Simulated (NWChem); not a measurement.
# GeSe (SMILES [Ge-]#[Se+]): levels of theory compared

Wanted: a comparison of 5 runs (HF/STO-3G, HF/3-21G, B3LYP/6-31G*, MP2/pcseg-1, MP2/pcseg-2) of GeSe. 

Program for the calculation: NWChem 7.3.0.

1 further run of the same task is left out (it didn't finish).

### Step 1. The structure to begin with

GeSe: 2 atoms, total charge 0, spin state singlet. SMILES: `[Ge-]#[Se+]`. The bond length is the measured one.

Bond lengths: Ge1–Se2 2.135 Å.

### Step 2. Energy and forces at HF/STO-3G (run 1)

The input, a.xyz:

```xyz
2

Ge     0.000000     0.000000     0.000000
Se     0.000000     0.000000     2.134629
```

The input, run.py:

```python
from ase.io import read
from ase.calculators.nwchem import NWChem

molecule = read('a.xyz')

calc = NWChem(
    label='a',
    theory='scf',
    memory='2200 mb',
    basis='STO-3G',
    basispar='spherical bse',
    scf={'nopen': '0', 'rhf': None, 'thresh': '1e-08', 'maxiter': '80'},
)
molecule.calc = calc

forces = molecule.get_forces()
print(f"energy = {molecule.get_potential_energy():.6f} eV")
print("forces (eV/A):")
for s, f in zip(molecule.symbols, forces):
    print(f"{s:2s} {f[0]:10.5f} {f[1]:10.5f} {f[2]:10.5f}")
print("dipole (e A):", molecule.get_dipole_moment().round(4))
```

Run with:

```console
$ export ASE_NWCHEM_COMMAND="nwchem PREFIX.nwi > PREFIX.nwo"
$ python run.py
```

The log of the run:

```text
energy = -120418.950480 eV
forces (eV/A):
Ge   -0.00000   -0.00000    3.35992
Se    0.00000    0.00000   -3.35992
dipole (e A): [ 0.      0.     -0.5553]
```

The calculator wrote a.nwi:

```
title "a"

permanent_dir a

scratch_dir a

start a

geometry units angstrom nocenter noautosym noautoz
  Ge 0.0000000000000000e+00 0.0000000000000000e+00 0.0000000000000000e+00
  Se 0.0000000000000000e+00 0.0000000000000000e+00 2.1346289999999999e+00
end

memory 2200 mb

basis spherical bse noprint
   * library STO-3G
end

scf
  nopen 0
  rhf
  thresh 1e-08
  maxiter 80
end

task scf gradient
```

a.nwo:

```text
Northwest Computational Chemistry Package (NWChem) 7.3.0
             --------------------------------------------------------

           Job information
           ---------------

    nwchem branch   = 7.3.0
    use scalapack   = T
    input           = a.nwi
    prefix          = a.
    data base       = a/a.db
    status          = startup
    nproc           =        1

           Memory information
           ------------------

[... 5 lines left out ...]
    hardfail = no
[... 100 lines left out ...]
         Quadratically convergent ROHF
[... 14 lines left out ...]
       Final RHF  results
[... 4 lines left out ...]
      Two-electron energy =   2054.120826278950
[... 45 lines left out ...]
                       ROHF Final Molecular Orbital Analysis
[... 136 lines left out ...]
                 ----------------------------------------
                 |  Time  |  1-e(secs)   |  2-e(secs)   |
                 ----------------------------------------
                 |  CPU   |       0.00   |       0.93   |
                 ----------------------------------------
                 |  WALL  |       0.00   |       0.93   |
                 ----------------------------------------

 Task  times  cpu:        2.8s     wall:        2.8s
 Total times  cpu:        2.8s     wall:        2.8s
```

Wall time 3.9 s (1 thread of Intel Xeon Platinum 8488C (Sapphire Rapids), shared host); peak memory 0.097 GiB.

### Step 3. Energy and forces at HF/3-21G (run 2)

The input, gese.nw:

```
start gese
memory total 2200 mb

geometry units au noautosym nocenter noautoz
 Ge  0.00000000  0.00000000  0.00000000
 Se  0.00000000  0.00000000  4.03386419
end

basis spherical bse
 Ge library 3-21G
 Se library 3-21G
end

scf
 thresh 1e-08
 maxiter 80
 print low
end

task scf gradient
```

Run with:

```console
$ nwchem gese.nw > gese.out
```

The log of the run:

```text
[...]
  functions       =    44
[...]
  wavefunction    = RHF
[...]
         Total SCF energy =  -4453.838325073130
      One-electron energy =  -6754.596590580637
      Two-electron energy =   2031.041698773018
 Nuclear repulsion energy =    269.716566734489
        Time for solution =      2.2s
[...]
                         RHF ENERGY GRADIENTS
    atom               coordinates                        gradient
                 x          y          z           x          y          z
   1 Ge      0.000000   0.000000   0.000000   -0.000000   0.000000   0.024959
   2 Se      0.000000   0.000000   4.033864    0.000000  -0.000000  -0.024959
 Task  times  cpu:        3.3s     wall:        3.3s
 Total times  cpu:        3.3s     wall:        3.3s
```

Run time: 3.9 s. Hardware: 1 thread of Intel Xeon Platinum 8488C (Sapphire Rapids), shared host; peak memory 0.099 GiB.

Runs 3 to 4 aren't shown in full; the table further down has their settings and results.

### Step 4. Energy and gradient at MP2/pcseg-2 (run 5)

The input, gese.nw:

```
start gese
memory stack 880 mb heap 220 mb global 1100 mb

geometry units angstroms noautosym nocenter noautoz
  Ge    0.000000    0.000000    0.000000
  Se    0.000000    0.000000    2.134629
end

basis spherical bse
  * library pcseg-2
end

scf
  thresh 1e-08
  maxiter 80
  print medium
end

mp2
  freeze core 18
  tight
end

task mp2 gradient
```

Run with:

```console
$ nwchem gese.nw > gese.out
```

The log of the run:

```text
[...]
  functions       =    86
[...]
  wavefunction    = RHF
[...]
         Total SCF energy =  -4475.278605081397
      One-electron energy =  -6780.869667094439
      Two-electron energy =   2035.874475706161
 Nuclear repulsion energy =    269.716586306881
        Time for solution =     51.1s
[...]
          Total MP2 energy         -4475.643283178819
[...]
                         mp2 ENERGY GRADIENTS
    atom               coordinates                        gradient
                 x          y          z           x          y          z
   1 Ge      0.000000   0.000000   0.000000   -0.000000   0.000000   0.003603
   2 Se      0.000000   0.000000   4.033864    0.000000  -0.000000  -0.003603
[...]
```

Wall time 2.3 min (1 thread of Intel Xeon Platinum 8488C (Sapphire Rapids), shared host); peak memory 0.28 GiB.

### Step 5. The series

```
run                               level  iteration cap  module   energy (Eh)  dipole moment (D)  HOMO energy (eV)  LUMO energy (eV)  wall time
  1                           HF/STO-3G             80     scf  -4425.314843               2.67             -6.68              4.53      3.9 s
  2                            HF/3-21G             80     scf  -4453.838325                  –                 –                 –      3.9 s
  3  B3LYP/6-31G* (spherical functions)            100     dft  -4478.096693               1.69             -7.35             -2.63       24 s
  4                         MP2/pcseg-1             80     mp2  -4474.867732               1.33             -9.75              0.43       36 s
  5                         MP2/pcseg-2             80     mp2  -4475.643283               1.59             -9.67              0.32    2.3 min
```

### Step 6. Results

```
                                                      quantity           value
                                           run 5: total energy  -4475.64328 Eh
run 5: dipole moment (of the density that the program reports)          1.59 D
                    run 5: HOMO energy (Hartree–Fock orbitals)        -9.67 eV
                    run 5: LUMO energy (Hartree–Fock orbitals)         0.32 eV
                  run 5: HOMO–LUMO gap (Hartree–Fock orbitals)         9.99 eV
           run 5: correlation energy (18 core orbitals frozen)      -364.7 mEh
                               run 5: largest force on an atom      0.185 eV/Å
```

What this shows: Over runs 1, 3, 4, 5 the dipole moment (its size) runs from 1.33 D (MP2/pcseg-1) to 2.67 D (HF/STO-3G). The two ends differ in method and basis. In run 1 the basis is minimal, so the values are rough. All runs together took 3.4 min, the longest 2.3 min.
